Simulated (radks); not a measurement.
# Nuclear size and the levels of Co

Aim: how the total energy, the levels and the density at the nucleus of Co respond when the nuclear radius is scaled.

Program: radks (a radial shooting solver on a logarithmic mesh, Libxc functionals) version 1. Level of theory: Dirac Kohn-Sham, relativistic LDA (MacDonald-Vosko exchange, VWN5 correlation), spin-unpolarised, spherical densities, finite nucleus; open shells fill j = l - 1/2 first. These are calculated values, not measurements, unless marked.

### 1 What is computed

| Property | Result |
| --- | --- |
| element | cobalt (Z = 27) |
| charge | 0 |
| electrons | 27 |
| configuration | [Ar] 3d7 4s2 |
| nuclear rms radius | 3.7875 fm |

In the logs a row gives level, spin channel, occupation and eigenvalue; Etot, Ekin, Encl (electron-nucleus), Eh (Hartree) and Exc are energies, all in hartree; err is the last residual, it the number of iterations.

### 2 rms radius 3.7875 fm

The run's settings:

```text
Z 27
configuration [Ar] 3d7 4s2 4p0 5s0
relativity Dirac
functional lda_x_rel,vwn5
spin unpolarised
j_filling energy
nucleus finite rms 3.7875 fm
c 137.035999084
```

Output:

```text
1s1/2   1   2.0000        -277.61006908
2s1/2   1   2.0000         -32.88841404
2p1/2   1   2.0000         -28.59512003
2p3/2   1   4.0000         -28.05390494
3s1/2   1   2.0000          -3.73355942
3p1/2   1   2.0000          -2.44941397
3p3/2   1   4.0000          -2.38112199
3d3/2   1   4.0000          -0.31523960
3d5/2   1   3.0000          -0.30814053
4s1/2   1   2.0000          -0.20805632
4p1/2   1   0.0000          -0.05225380
4p3/2   1   0.0000          -0.05033351
5s1/2   1   0.0000          -0.00094009
Etot -1389.6993452143645
Ekin 1407.7185328093992
Encl -3333.7855728723434
Eh 592.1503657648345
Exc -55.78267091625477
err 3.805434642062795e-09
it 14
```

Highest occupied level: 4s1/2 at -5.662 eV.

Sizes of the orbitals, from the radial functions (bohr):

| level | occupation | energy (eV) | <r> | outermost maximum (interpolated) | 90 % within | nodes |
| --- | --- | --- | --- | --- | --- | --- |
| 3p1/2 | 2 | -66.652 | 0.8109 | 0.673 | 1.25 | 1 |
| 3p3/2 | 4 | -64.794 | 0.8208 | 0.681 | 1.27 | 1 |
| 3d3/2 | 4 | -8.578 | 1.067 | 0.663 | 1.89 | 0 |
| 3d5/2 | 3 | -8.385 | 1.074 | 0.666 | 1.90 | 0 |
| 4s1/2 | 2 | -5.662 | 2.873 | 2.30 | 4.41 | 3 |
| 4p1/2 | 0 | -1.422 | 4.230 | 3.18 | 6.76 | 2 |
| 4p3/2 | 0 | -1.370 | 4.290 | 3.23 | 6.86 | 2 |
| 5s1/2 | 0 | -0.026 | 18.31 | 9.75 | 33.6 | 4 |

The radial density on a logarithmic grid:

| r (bohr) | 4πr²ρ (e/bohr) |
| --- | --- |
| 0.00215 | 0.7788 |
| 0.00329 | 1.682 |
| 0.00507 | 3.565 |
| 0.00781 | 7.176 |
| 0.0119 | 13.20 |
| 0.0184 | 21.82 |
| 0.0281 | 30.03 |
| 0.0433 | 32.45 |
| 0.0661 | 27.60 |
| 0.102 | 26.82 |
| 0.157 | 35.55 |
| 0.240 | 30.85 |
| 0.369 | 15.53 |
| 0.564 | 17.47 |
| 0.869 | 14.91 |
| 1.33 | 5.436 |
| 2.05 | 1.809 |
| 3.15 | 0.7449 |
| 4.81 | 0.1519 |
| 7.42 | 0.007493 |

### 3 rms radius 3.3065 fm

Input: that of step 2 with these lines changed.

```diff
@@ -6,3 +6,3 @@
 j_filling energy
-nucleus finite rms 3.7875 fm
+nucleus finite rms 3.3065 fm
 c 137.035999084
```

Output:

```text
1s1/2   1   2.0000        -277.61056325
2s1/2   1   2.0000         -32.88845921
2p1/2   1   2.0000         -28.59511545
2p3/2   1   4.0000         -28.05390020
3s1/2   1   2.0000          -3.73356584
3p1/2   1   2.0000          -2.44941317
3p3/2   1   4.0000          -2.38112117
3d3/2   1   4.0000          -0.31523910
3d5/2   1   3.0000          -0.30814004
4s1/2   1   2.0000          -0.20805656
4p1/2   1   0.0000          -0.05225365
4p3/2   1   0.0000          -0.05033336
5s1/2   1   0.0000          -0.00094009
Etot -1389.7005134707015
Ekin 1407.722565203259
Encl -3333.790868858685
Eh 592.1504829136875
Exc -55.78269272896297
err 3.805451169043325e-09
it 14
```

E − E(step 2, rms radius 3.7875 fm) = -0.032 eV. Highest occupied level: 4s1/2 at -5.662 eV.

### 4 rms radius 3.458 fm

Input: that of step 3 with these lines changed.

```diff
@@ -6,3 +6,3 @@
 j_filling energy
-nucleus finite rms 3.3065 fm
+nucleus finite rms 3.458 fm
 c 137.035999084
```

Output:

```text
1s1/2   1   2.0000        -277.61041451
2s1/2   1   2.0000         -32.88844562
2p1/2   1   2.0000         -28.59511683
2p3/2   1   4.0000         -28.05390163
3s1/2   1   2.0000          -3.73356390
3p1/2   1   2.0000          -2.44941341
3p3/2   1   4.0000          -2.38112142
3d3/2   1   4.0000          -0.31523925
3d5/2   1   3.0000          -0.30814019
4s1/2   1   2.0000          -0.20805649
4p1/2   1   0.0000          -0.05225370
4p3/2   1   0.0000          -0.05033341
5s1/2   1   0.0000          -0.00094009
Etot -1389.700161840839
Ekin 1407.7213500691191
Encl -3333.789273399705
Eh 592.1504476533446
Exc -55.782686163597575
err 3.8056807751203844e-09
it 14
```

E − E(step 2, rms radius 3.7875 fm) = -0.022 eV. The top filled level is 4s1/2, -5.662 eV.

### 5 rms radius 3.9958 fm

Input: that of step 4 with these lines changed.

```diff
@@ -6,3 +6,3 @@
 j_filling energy
-nucleus finite rms 3.458 fm
+nucleus finite rms 3.9958 fm
 c 137.035999084
```

Output:

```text
1s1/2   1   2.0000        -277.60983525
2s1/2   1   2.0000         -32.88839267
2p1/2   1   2.0000         -28.59512219
2p3/2   1   4.0000         -28.05390718
3s1/2   1   2.0000          -3.73355638
3p1/2   1   2.0000          -2.44941434
3p3/2   1   4.0000          -2.38112238
3d3/2   1   4.0000          -0.31523984
3d5/2   1   3.0000          -0.30814077
4s1/2   1   2.0000          -0.20805621
4p1/2   1   0.0000          -0.05225388
4p3/2   1   0.0000          -0.05033359
5s1/2   1   0.0000          -0.00094009
Etot -1389.6987924114505
Ekin 1407.7166290606503
Encl -3333.7830712090595
Eh 592.1503103318196
Exc -55.782660594860886
err 3.805433874832029e-09
it 14
```

Energy against step 2 (rms radius 3.7875 fm): +0.015 eV. The top filled level is 4s1/2, -5.661 eV.

### 6 rms radius 4.4162 fm

Input: that of step 5 with these lines changed.

```diff
@@ -6,3 +6,3 @@
 j_filling energy
-nucleus finite rms 3.9958 fm
+nucleus finite rms 4.4162 fm
 c 137.035999084
```

Output:

```text
1s1/2   1   2.0000        -277.60932697
2s1/2   1   2.0000         -32.88834621
2p1/2   1   2.0000         -28.59512690
2p3/2   1   4.0000         -28.05391205
3s1/2   1   2.0000          -3.73354978
3p1/2   1   2.0000          -2.44941516
3p3/2   1   4.0000          -2.38112322
3d3/2   1   4.0000          -0.31524035
3d5/2   1   3.0000          -0.30814128
4s1/2   1   2.0000          -0.20805596
4p1/2   1   0.0000          -0.05225403
4p3/2   1   0.0000          -0.05033374
5s1/2   1   0.0000          -0.00094010
Etot -1389.6975908017603
Ekin 1407.712498928462
Encl -3333.7776414097934
Eh 592.1501898393192
Exc -55.78263815974803
err 3.805607792280243e-09
it 14
```

E − E(step 2, rms radius 3.7875 fm) = +0.048 eV. 4s1/2 is the highest filled level (-5.661 eV).

### 7 What came out

| rms radius (fm) | total energy shift (eV) | density at nucleus (e/bohr³) | 1s1/2 shift (meV) | 2s1/2 shift (meV) | 2p1/2 shift (meV) | 3s1/2 shift (meV) |
| --- | --- | --- | --- | --- | --- | --- |
| 3.3065 | -0.0318 | 1.717e+04 | -13.4 | -1.23 | 0.125 | -0.175 |
| 3.458 | -0.0222 | 1.714e+04 | -9.40 | -0.859 | 0.0871 | -0.122 |
| 3.7875 | 0 | 1.707e+04 | 0 | 0 | 0 | 0 |
| 3.9958 | 0.0150 | 1.703e+04 | 6.36 | 0.582 | -0.0589 | 0.0827 |
| 4.4162 | 0.0477 | 1.695e+04 | 20.2 | 1.85 | -0.187 | 0.262 |

What this shows: Shifts are against the first run. Over the range the 1s1/2 level moves by 0.0336 eV and the 3s1/2 level by 0.437 meV. A larger nucleus binds the 1s electrons less and lowers the density at its centre. These are shifts of eigenvalues, not the field shifts of spectral lines.
